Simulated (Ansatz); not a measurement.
# C6H16ClN2OV: basis-set convergence

Aim: see how fast density functionals converge with the basis set for C6H16ClN2OV.

Computed with Ansatz 0.2.0, Gaussian basis. Level: one geometry, several basis sets.

Plan: PBE0-D4/def2-SVP; ωB97M-V/def2-SVP; PBE0-D4/def2-QZVPP; ωB97M-V/def2-QZVPP; the functionals' def2-TZVPP values are taken from earlier runs.

**1. Structure used throughout**

The geometry comes from an earlier relaxation with PBE0-D4 in a triple-zeta def2 set; it is a stationary point, not always the lowest conformer.

SMILES `C[N](C)[V]([OH])([Cl])=[N]C(C)(C)C`, 27 atoms, charge 0, spin multiplicity 1.

Atoms are counted from 1 here; the program's logs count them from 0.

Bond lengths: C1–N2 1.445 Å, C1–H12 1.097 Å, C1–H13 1.098 Å, C1–H14 1.095 Å, N2–C3 1.436 Å, N2–V4 1.807 Å, C3–H15 1.098 Å, C3–H16 1.099 Å, C3–H17 1.088 Å, V4–O5 1.795 Å, V4–Cl6 2.206 Å, V4–N7 1.602 Å, O5–H18 0.962 Å, N7–C8 1.433 Å, C8–C9 1.528 Å, C8–C10 1.528 Å, C8–C11 1.528 Å, C9–H19 1.091 Å and more. Angles: N2–C1–H12 110.8°, N2–C1–H13 111.3°, N2–C1–H14 111.1°, H12–C1–H13 108.5°, H12–C1–H14 106.7°, H13–C1–H14 108.2°, C1–N2–C3 113.8°, C1–N2–V4 113.4°, C3–N2–V4 132.8°, N2–C3–H15 110.8°, N2–C3–H16 110.9°, N2–C3–H17 110.0°, H15–C3–H16 107.5°, H15–C3–H17 108.7°, H16–C3–H17 108.8°, N2–V4–O5 112.8°, N2–V4–Cl6 109.1°, N2–V4–N7 105.0° and more.

**2. PBE0-D4 in def2-SVP**

File in.yaml:

```yaml
crystal:
  periodic: [false, false, false]
  atoms:
    - {symbol: C, position_ang: [0.324015, 1.252392, 3.317477]}
    - {symbol: N, position_ang: [0.027877, 0.463629, 2.143352]}
    - {symbol: C, position_ang: [-0.594604, -0.797165, 2.434917]}
    - {symbol: V, position_ang: [0.532378, 1.256979, 0.600294]}
    - {symbol: O, position_ang: [2.308687, 1.490170, 0.486007]}
    - {symbol: Cl, position_ang: [-0.575452, 3.150820, 0.367735]}
    - {symbol: N, position_ang: [0.104096, 0.231150, -0.553512]}
    - {symbol: C, position_ang: [-0.193835, -0.501017, -1.748596]}
    - {symbol: C, position_ang: [0.283470, 0.326565, -2.941726]}
    - {symbol: C, position_ang: [-1.703659, -0.722407, -1.820537]}
    - {symbol: C, position_ang: [0.547877, -1.835511, -1.692373]}
    - {symbol: H, position_ang: [-0.590097, 1.462049, 3.887334]}
    - {symbol: H, position_ang: [1.033817, 0.735869, 3.976786]}
    - {symbol: H, position_ang: [0.753890, 2.221512, 3.043318]}
    - {symbol: H, position_ang: [-1.550611, -0.648557, 2.954579]}
    - {symbol: H, position_ang: [0.043906, -1.409065, 3.086536]}
    - {symbol: H, position_ang: [-0.779410, -1.342749, 1.512386]}
    - {symbol: H, position_ang: [2.768618, 1.883945, 1.233282]}
    - {symbol: H, position_ang: [1.358261, 0.503514, -2.877045]}
    - {symbol: H, position_ang: [0.069374, -0.203460, -3.873149]}
    - {symbol: H, position_ang: [-0.225155, 1.291794, -2.962706]}
    - {symbol: H, position_ang: [-1.960487, -1.266915, -2.732595]}
    - {symbol: H, position_ang: [-2.228496, 0.234212, -1.823865]}
    - {symbol: H, position_ang: [-2.050080, -1.302538, -0.962841]}
    - {symbol: H, position_ang: [0.221369, -2.423319, -0.832069]}
    - {symbol: H, position_ang: [1.623287, -1.670705, -1.609983]}
    - {symbol: H, position_ang: [0.349166, -2.411792, -2.599307]}
basis:
  gaussian: {orbitals: def2-SVP}
hamiltonian: {xc: pbe0, dispersion: d4}
output: {orbitals: {seedname: orbitals}}
```

After this run come: ωB97M-V in def2-SVP; PBE0-D4 in def2-QZVPP; ωB97M-V in def2-QZVPP.

**Question.** What will the summary of the whole plan be? Wanted: PBE0-D4: double and triple zeta above quadruple; ωB97M-V: double and triple zeta above quadruple.

The runs gave:

```
                                       quantity           value
PBE0-D4: double and triple zeta above quadruple  22.15, 1.51 eV
ωB97M-V: double and triple zeta above quadruple  22.66, 1.44 eV
```

**Reading.** PBE0-D4 gains 20.65 eV from double to triple zeta, then 1.51 eV more. These are total energies; as a rule much of such shifts cancels in differences, which this series doesn't test.
